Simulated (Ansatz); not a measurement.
# AlH3OS2: the cost of one run

All numbers are computed with Ansatz 0.2.0, driven from Python. Level of theory: r2SCAN0/6-31G*.

## (1) Starting point

Bond lengths: O1–Al2 1.781 Å, Al2–S3 2.249 Å, S3–S4 2.124 Å, O1–H5 1.030 Å, Al2–H6 1.614 Å, S4–H7 1.361 Å. Angles: O1–Al2–S3 118.0°, O1–Al2–H6 121.1°, S3–Al2–H6 120.9°, Al2–O1–H5 106.3°, Al2–S3–S4 93.4°, S3–S4–H7 94.5°.

No structure file is read: the coordinates are typed or built in the script.

## (2) The script

Input file alh3os2.py:

```python
"""Atomisation energy of AlH3OS2 at the given geometry."""

from collections import Counter
import logging
import sys

import ansatz as az

logging.basicConfig(stream=sys.stdout, format="%(levelname)s:%(name)s:%(message)s")
log = logging.getLogger("alh3os2")
log.setLevel(logging.INFO)


def energy_of(molecule, charge=0, unpaired=0):
    calc = molecule.calculation().basis(gaussian="6-31G*").functional("r2scan0")
    if charge:
        calc = calc.charge(charge)
    if unpaired:
        calc = calc.spin("collinear", total=unpaired)
    report = calc.run().report
    if report["published_state_doubts"]:
        print("  doubts:", report["published_state_doubts"])
    return report["free_energy_ev"]

GEOMETRY = """
O    -2.00750    0.60220    0.70200
Al   -0.22800    0.56820    0.75130
S     0.79100   -1.43690    0.76660
S     0.96850   -1.50400   -1.34850
H    -2.26790    0.63840   -0.29430
H     0.63210    1.93440    0.75230
H     2.17310   -0.87030   -1.37520
"""

geometry = az.Crystal.molecule()
for line in GEOMETRY.strip().splitlines():
    symbol, *xyz = line.split()
    geometry = geometry.atom(symbol, [float(v) for v in xyz])

# Hund ground states
unpaired = {"O": 2, "Al": 1, "S": 2, "H": 1}
counts = Counter(site.symbol for site in geometry.cartesian_sites)
atom_energy = {s: energy_of(az.Crystal.molecule().atom(s, (0, 0, 0)), 0, unpaired[s]) for s in counts}
whole = energy_of(geometry, 0, 0)
for s, e in atom_energy.items():
    log.info(f"{s:2s} x{counts[s]}  {e:14.5f} eV")
log.info(f"AlH3OS2: {whole:.5f} eV")
split = sum(counts[s] * e for s, e in atom_energy.items()) - whole
log.info(f"atomisation energy (no zero-point term): {23.060548 * split:.1f} kcal/mol, {split / sum(counts.values()):.3f} eV an atom")
```

## (3) The run

Command:

```
$ python alh3os2.py
```

**Question.** How long does this script take on 1 thread of Arm Neoverse V2, shared host, and how much memory does it need?

About 6.7 s, with a peak of 0.22 GiB.
